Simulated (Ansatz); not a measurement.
# C4H9F2Ga: a ladder of functionals and wavefunction methods

The task here is to estimate one member of a computed series from the others.

The runs use Ansatz 0.2.0, Gaussian basis; functionals in def2-TZVPP, the program's frozen cores in correlated methods.

The runs, in order: LDA (SPW92), PBE-D4, revPBE-D4, BLYP-D4, r2SCAN-D4, B97M-V, PBE0-D4, B3LYP-D4, r2SCANh-D4, r2SCAN0-D4, HSE06-D4, BHLYP-D4, CAM-B3LYP-D4, LC-ωPBE, ωB97X-V, ωB97M-V, B2PLYP, PBE-QIDH; CCSD(T)/def2-SVP; MP2/def2-TZVPP; RPA on PBE.

1 further run of the same task is left out (it didn't finish). Runs told in other sessions of the task aren't counted.

## The geometry

All runs share one geometry, relaxed beforehand with PBE0-D4 in a triple-zeta def2 set.

SMILES `CC(C)[CH2][Ga]([F])[F]`, 16 atoms, charge 0, spin multiplicity 1.

Atoms are counted from 1 here; the program's logs count them from 0.

Bond lengths: C1–C2 1.521 Å, C1–H8 1.092 Å, C1–H9 1.093 Å, C1–H10 1.096 Å, C2–C3 1.521 Å, C2–C4 1.526 Å, C2–H11 1.098 Å, C3–H12 1.093 Å, C3–H13 1.096 Å, C3–H14 1.092 Å, C4–Ga5 1.952 Å, C4–H15 1.095 Å, C4–H16 1.095 Å, Ga5–F6 1.750 Å, Ga5–F7 1.753 Å. Angles: C2–C1–H8 111.1°, C2–C1–H9 111.5°, C2–C1–H10 110.8°, H8–C1–H9 107.8°, H8–C1–H10 107.2°, H9–C1–H10 108.3°, C1–C2–C3 111.1°, C1–C2–C4 111.5°, C1–C2–H11 107.9°, C3–C2–C4 111.5°, C3–C2–H11 107.9°, C4–C2–H11 106.8°, C2–C3–H12 111.5°, C2–C3–H13 110.8°, C2–C3–H14 111.1°, H12–C3–H13 108.2°, H12–C3–H14 107.8°, H13–C3–H14 107.3° and more.

Set-up of the first run:

The input, in.yaml:

```yaml
crystal:
  periodic: [false, false, false]
  atoms:
    - {symbol: C, position_ang: [-0.356928, -1.351356, -0.823984]}
    - {symbol: C, position_ang: [0.328867, -0.697607, 0.366088]}
    - {symbol: C, position_ang: [1.625406, -0.020692, -0.051904]}
    - {symbol: C, position_ang: [-0.603298, 0.274939, 1.082153]}
    - {symbol: Ga, position_ang: [-1.195956, 1.775197, -0.017237]}
    - {symbol: F, position_ang: [-2.290944, 3.020984, 0.540099]}
    - {symbol: F, position_ang: [-0.733666, 2.091855, -1.678215]}
    - {symbol: H, position_ang: [0.286785, -2.104343, -1.284387]}
    - {symbol: H, position_ang: [-1.287943, -1.842891, -0.529314]}
    - {symbol: H, position_ang: [-0.590069, -0.608065, -1.594826]}
    - {symbol: H, position_ang: [0.577957, -1.487346, 1.087473]}
    - {symbol: H, position_ang: [2.126574, 0.445171, 0.800734]}
    - {symbol: H, position_ang: [1.435210, 0.753883, -0.803305]}
    - {symbol: H, position_ang: [2.318920, -0.739124, -0.494896]}
    - {symbol: H, position_ang: [-1.512389, -0.222531, 1.434977]}
    - {symbol: H, position_ang: [-0.128516, 0.711926, 1.966544]}
basis:
  gaussian: {orbitals: def2-TZVPP}
hamiltonian: {xc: lda}
output: {orbitals: {seedname: orbitals}}
```

Command:

```
$ ansatz run in.yaml --threads 4 --pin off --events-out ev --progress --plain --max-ram 11315MiB
```

Among the steps run: LDA; PBE-D4 (GGA); revPBE-D4 (GGA); BLYP-D4 (GGA); r2SCAN-D4 (meta-GGA); B97M-V (meta-GGA); B3LYP-D4 (hybrid); r2SCANh-D4 (hybrid); r2SCAN0-D4 (hybrid); HSE06-D4 (hybrid); BHLYP-D4 (hybrid); CAM-B3LYP-D4 (range-separated); LC-ωPBE (range-separated); ωB97X-V (range-separated); ωB97M-V (range-separated); B2PLYP (double hybrid); PBE-QIDH (double hybrid).

One table of the session follows, with a row left open; its other results are not shown here.

It belongs to the step «Orbital energies across the functionals». 

| functional | HOMO (eV) | gap (eV) |
| --- | --- | --- |
| LDA (SPW92) | -7.59 | 5.77 |
| PBE-D4 | -7.41 | 5.89 |
| revPBE-D4 | ? | ? |
| BLYP-D4 | -7.33 | 5.81 |
| r2SCAN-D4 | -7.68 | 6.50 |
| B97M-V | -7.77 | 6.33 |
| PBE0-D4 | -8.74 | 8.15 |
| B3LYP-D4 | -8.56 | 7.61 |
| r2SCANh-D4 | -8.18 | 7.33 |
| r2SCAN0-D4 | -8.92 | 8.48 |
| HSE06-D4 | -8.33 | 7.38 |
| BHLYP-D4 | -9.99 | 10.11 |
| CAM-B3LYP-D4 | -10.14 | 10.41 |
| LC-ωPBE | -11.40 | 12.95 |
| ωB97X-V | -11.07 | 12.42 |
| ωB97M-V | -10.97 | 12.03 |

**Question.** Estimate the row for revPBE-D4.

The run gave: HOMO (eV): -7.33; gap (eV): 5.96.
